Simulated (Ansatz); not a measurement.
# CH₅OSbTe: basis-set convergence

Aim: see how fast density functionals converge with the basis set for CH₅OSbTe.

Method: one geometry, several basis sets; program: Ansatz 0.2.0, Gaussian basis.

The runs, in order: PBE0-D4/def2-SVP; ωB97M-V/def2-SVP; PBE0-D4/def2-QZVPP; ωB97M-V/def2-QZVPP; the functionals' def2-TZVPP values are taken from earlier runs.

## Step 1: The relaxed structure

The geometry comes from an earlier relaxation with PBE0-D4 in a triple-zeta def2 set; it is a stationary point, not always the lowest conformer. Sb, Te take the def2 core potential; no spin-orbit term is included.

SMILES `[CH3][Sb]([OH])[TeH]`, 9 atoms, charge 0, spin multiplicity 1.

Atoms are counted from 1 here; the program's logs count them from 0.

Bond lengths: C1–Sb2 2.139 Å, C1–H5 1.089 Å, C1–H6 1.090 Å, C1–H7 1.091 Å, Sb2–O3 1.973 Å, Sb2–Te4 2.774 Å, O3–H8 0.961 Å, Te4–H9 1.658 Å. Angles: Sb2–C1–H5 110.0°, Sb2–C1–H6 107.9°, Sb2–C1–H7 108.8°, H5–C1–H6 110.4°, H5–C1–H7 110.0°, H6–C1–H7 109.7°, C1–Sb2–O3 89.5°, C1–Sb2–Te4 96.0°, O3–Sb2–Te4 100.2°, Sb2–O3–H8 111.8°, Sb2–Te4–H9 92.0°.

As a file:

```
atom    x (Å)    y (Å)    z (Å)
  C1  -0.1003   0.8613  -1.0137
 Sb2  -0.0094  -1.2216  -0.5377
  O3   1.6799  -0.9093   0.4327
 Te4  -1.8126  -1.1147   1.5675
  H5  -1.1167   1.1362  -1.2933
  H6   0.2159   1.4203  -0.1336
  H7   0.5810   1.0627  -1.8413
  H8   2.0070  -1.7127   0.8464
  H9  -1.3564   0.4316   1.9560
```

## Step 2: PBE0-D4 in def2-SVP

in.yaml reads:

```yaml
crystal:
  periodic: [false, false, false]
  atoms:
    - {symbol: C, position_ang: [-0.100292, 0.861294, -1.013743]}
    - {symbol: Sb, position_ang: [-0.009380, -1.221601, -0.537747]}
    - {symbol: O, position_ang: [1.679874, -0.909281, 0.432694]}
    - {symbol: Te, position_ang: [-1.812563, -1.114725, 1.567475]}
    - {symbol: H, position_ang: [-1.116681, 1.136152, -1.293338]}
    - {symbol: H, position_ang: [0.215935, 1.420288, -0.133555]}
    - {symbol: H, position_ang: [0.581023, 1.062651, -1.841286]}
    - {symbol: H, position_ang: [2.006986, -1.712728, 0.846395]}
    - {symbol: H, position_ang: [-1.356403, 0.431649, 1.956008]}
basis:
  gaussian: {orbitals: def2-SVP}
hamiltonian: {xc: pbe0, dispersion: d4}
output: {orbitals: {seedname: orbitals}}
```

Command:

```sh
ansatz run in.yaml --threads 4 --pin off --events-out ev --progress --plain --max-ram 10444MiB
```

The runs that follow: ωB97M-V in def2-SVP; PBE0-D4 in def2-QZVPP; ωB97M-V in def2-QZVPP.

**Question.** What will the summary of the whole plan be? Wanted: PBE0-D4: double and triple zeta above quadruple; ωB97M-V: double and triple zeta above quadruple.

The runs gave:

| quantity | value |
| --- | --- |
| PBE0-D4: double and triple zeta above quadruple | 4.98, 0.33 eV |
| ωB97M-V: double and triple zeta above quadruple | 5.20, 0.33 eV |

In words: For PBE0-D4 the step from double to triple zeta gains 4.65 eV and the next only 0.33 eV. These are total energies; as a rule much of such shifts cancels in differences, which this series doesn't test.
